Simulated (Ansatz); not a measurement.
Here is an Ansatz 0.2.0 calculation.

Contents of input.yaml:

```yaml
crystal:
  lattice:
    - [3.0850655424, 0.0, 0.0]
    - [-1.5425327712, 2.6717451321, 0.0]
    - [0.0, 0.0, 10.340136]
  atoms:
    - { symbol: Ta, position: [0.3333333333, 0.6666666667, 0.245631] }
    - { symbol: Ta, position: [0.6666666667, 0.3333333333, 0.754369] }
    - { symbol: Sc, position: [0.0, 0.0, 0.0] }
    - { symbol: Sc, position: [0.0, 0.0, 0.5] }
    - { symbol: "N", position: [0.3333333333, 0.6666666667, 0.629841] }
    - { symbol: "N", position: [0.6666666667, 0.3333333333, 0.370159] }
hamiltonian:
  xc: r2scan
  pseudopotentials: { kind: paw }
  hubbard:
    sites:
      - { species: Sc, l: d, u_eff: 4.0 }
      - { species: Ta, l: d, u_eff: 4.0 }
kpoints:
  mp_grid: { grid: [10, 10, 3] }
  band_path:
    path:
      - [[0.0, 0.0, 0.0], [0.5, 0.0, 0.0], [0.3333333333, 0.3333333333, 0.0], [0.0, 0.0, 0.0], [0.0, 0.0, 0.5], [0.5, 0.0, 0.5], [0.3333333333, 0.3333333333, 0.5], [0.0, 0.0, 0.5]]
      - [[0.5, 0.0, 0.5], [0.5, 0.0, 0.0]]
      - [[0.3333333333, 0.3333333333, 0.0], [0.3333333333, 0.3333333333, 0.5]]
    npoints: 14
scf:
  occupations: { method: fermi_dirac, width: 0.05 }
  n_extra_bands: 15
output:
  forces: true
  stress: true
  eigenvalues: true
  fatbands: true
```

Potentials or basis: Ansatz PAW.

Command:

```console
$ ansatz run input.yaml --threads 2 --pin off --max-ram 5632MiB --backend cpu --events-out ev --progress --plain --runs-dir out
```

Question: Predict the band gap on the k mesh.

Answer: None (metal or under the smearing width).

Question: What does it give for the largest force?

Answer: 0.403 eV/Å.

Question: Predict the pressure.

Answer: 4.8 GPa.

Levels at the corners of the path, in eV from the Fermi level:
```csv
point,band 26,band 27,band 28,band 29,band 30,band 31,band 32,band 33
Γ,-1.95,-1.37,0.32,1.03,1.03,1.34,1.89,1.89
M,-1.74,-1.22,-0.93,-0.74,0.08,1.07,2.42,2.77
K,-0.96,-0.96,-0.95,-0.34,-0.34,2.50,2.53,2.53
Γ,-1.95,-1.37,0.32,1.03,1.03,1.34,1.89,1.89
A,-2.61,-0.64,-0.04,1.09,1.09,1.51,1.74,1.74
L,-1.92,-1.23,-0.92,-0.71,0.02,1.43,2.43,2.60
H,-0.98,-0.96,-0.96,-0.33,-0.33,2.51,2.51,2.87
A,-2.61,-0.64,-0.04,1.09,1.09,1.51,1.74,1.74
L,-1.92,-1.23,-0.92,-0.71,0.02,1.43,2.43,2.60
M,-1.74,-1.22,-0.93,-0.74,0.08,1.07,2.42,2.77
K,-0.96,-0.96,-0.95,-0.34,-0.34,2.50,2.53,2.53
H,-0.98,-0.96,-0.96,-0.33,-0.33,2.51,2.51,2.87
```

Caveat: spin-orbit coupling is left out, which moves the levels of the heavy elements; U without spin polarisation on a metal has little footing; the PAW data sets come from PBE, with cores solved anew for the run's functional, which leaves a small shift of forces and pressure.
